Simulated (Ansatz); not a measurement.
**BCl2H3O4Si: basis-set convergence**

The task here is to estimate one member of a computed series from the others.

Method: one geometry, several basis sets; program: Ansatz 0.2.0, Gaussian basis.

Levels to be run: PBE0-D4/def2-SVP; ωB97M-V/def2-SVP; PBE0-D4/def2-QZVPP; ωB97M-V/def2-QZVPP; the functionals' def2-TZVPP values are taken from earlier runs.

**The geometry**

The geometry comes from an earlier relaxation with PBE0-D4 in a triple-zeta def2 set; it is a stationary point, not always the lowest conformer.

SMILES `O[Si](O)(O)OB(Cl)Cl`, 11 atoms, charge 0, spin multiplicity 1.

Atoms are counted from 1 here; the program's logs count them from 0.

Bond lengths: O1–Si2 1.618 Å, O1–H9 0.958 Å, Si2–O3 1.619 Å, Si2–O4 1.628 Å, Si2–O5 1.653 Å, O3–H10 0.960 Å, O4–H11 0.958 Å, O5–B6 1.327 Å, B6–Cl7 1.773 Å, B6–Cl8 1.749 Å. Angles: Si2–O1–H9 117.9°, O1–Si2–O3 104.5°, O1–Si2–O4 113.9°, O1–Si2–O5 109.3°, O3–Si2–O4 114.6°, O3–Si2–O5 112.3°, O4–Si2–O5 102.5°, Si2–O3–H10 116.5°, Si2–O4–H11 117.5°, Si2–O5–B6 136.7°, O5–B6–Cl7 121.5°, O5–B6–Cl8 120.5°, Cl7–B6–Cl8 118.0°.

Geometry (Å):

```mol
BCl2H3O4Si
  3D, bonds by distance, orders not assigned

 11 10  0  0  0  0  0  0  0  0999 V2000
    0.5192   -0.3680   -2.1624 O   0  0
    0.2366   -0.4757   -0.5733 Si  0  0
    1.6941   -0.7384    0.0800 O   0  0
   -0.8923   -1.5803   -0.1769 O   0  0
   -0.4429    0.9348   -0.0429 O   0  0
   -0.5764    1.5674    1.1158 B   0  0
    0.1898    0.9616    2.5959 Cl  0  0
   -1.5132    3.0407    1.2215 Cl  0  0
   -0.2333   -0.2649   -2.7458 H   0  0
    1.7632   -0.6309    1.0314 H   0  0
   -0.6793   -2.5031   -0.3228 H   0  0
  1  2  8  0
  2  3  8  0
  2  4  8  0
  2  5  8  0
  5  6  8  0
  6  7  8  0
  6  8  8  0
  1  9  8  0
  3 10  8  0
  4 11  8  0
M  END
```

Set-up of the first run:

in.yaml

```yaml
crystal:
  periodic: [false, false, false]
  atoms:
    - {symbol: O, position_ang: [0.519189, -0.368007, -2.162448]}
    - {symbol: Si, position_ang: [0.236598, -0.475687, -0.573334]}
    - {symbol: O, position_ang: [1.694061, -0.738424, 0.080045]}
    - {symbol: O, position_ang: [-0.892273, -1.580306, -0.176854]}
    - {symbol: O, position_ang: [-0.442900, 0.934798, -0.042910]}
    - {symbol: B, position_ang: [-0.576372, 1.567381, 1.115788]}
    - {symbol: Cl, position_ang: [0.189773, 0.961560, 2.595936]}
    - {symbol: Cl, position_ang: [-1.513205, 3.040706, 1.221488]}
    - {symbol: H, position_ang: [-0.233316, -0.264948, -2.745752]}
    - {symbol: H, position_ang: [1.763173, -0.630853, 1.031437]}
    - {symbol: H, position_ang: [-0.679330, -2.503120, -0.322795]}
basis:
  gaussian: {orbitals: def2-SVP}
hamiltonian: {xc: pbe0, dispersion: d4}
output: {orbitals: {seedname: orbitals}}
```

On the command line:

```bash
ansatz run in.yaml --threads 4 --pin off --events-out ev --progress --plain --max-ram 11315MiB
```

Steps of the session up to this table: PBE0-D4 in def2-SVP; ωB97M-V in def2-SVP; PBE0-D4 in def2-QZVPP; ωB97M-V in def2-QZVPP.

One of the session's tables, all rows but one given; the rest of the session is left out.

It belongs to the step «Density functionals: the series». 

| functional | basis | HOMO (eV) | LUMO (eV) |
| --- | --- | --- | --- |
| PBE0-D4 | def2-SVP | -8.87 | -0.19 |
| PBE0-D4 | def2-TZVPP | ? | ? |
| PBE0-D4 | def2-QZVPP | -9.09 | -0.63 |
| ωB97M-V | def2-SVP | -11.10 | 2.02 |
| ωB97M-V | def2-TZVPP | -11.33 | 1.57 |
| ωB97M-V | def2-QZVPP | -11.38 | 1.07 |

Q: Estimate the row for PBE0-D4, def2-TZVPP from the others.

As computed: HOMO (eV): -9.05; LUMO (eV): -0.54. In the column «HOMO (eV)» it lies between PBE0-D4, def2-QZVPP (-9.09) and PBE0-D4, def2-SVP (-8.87).
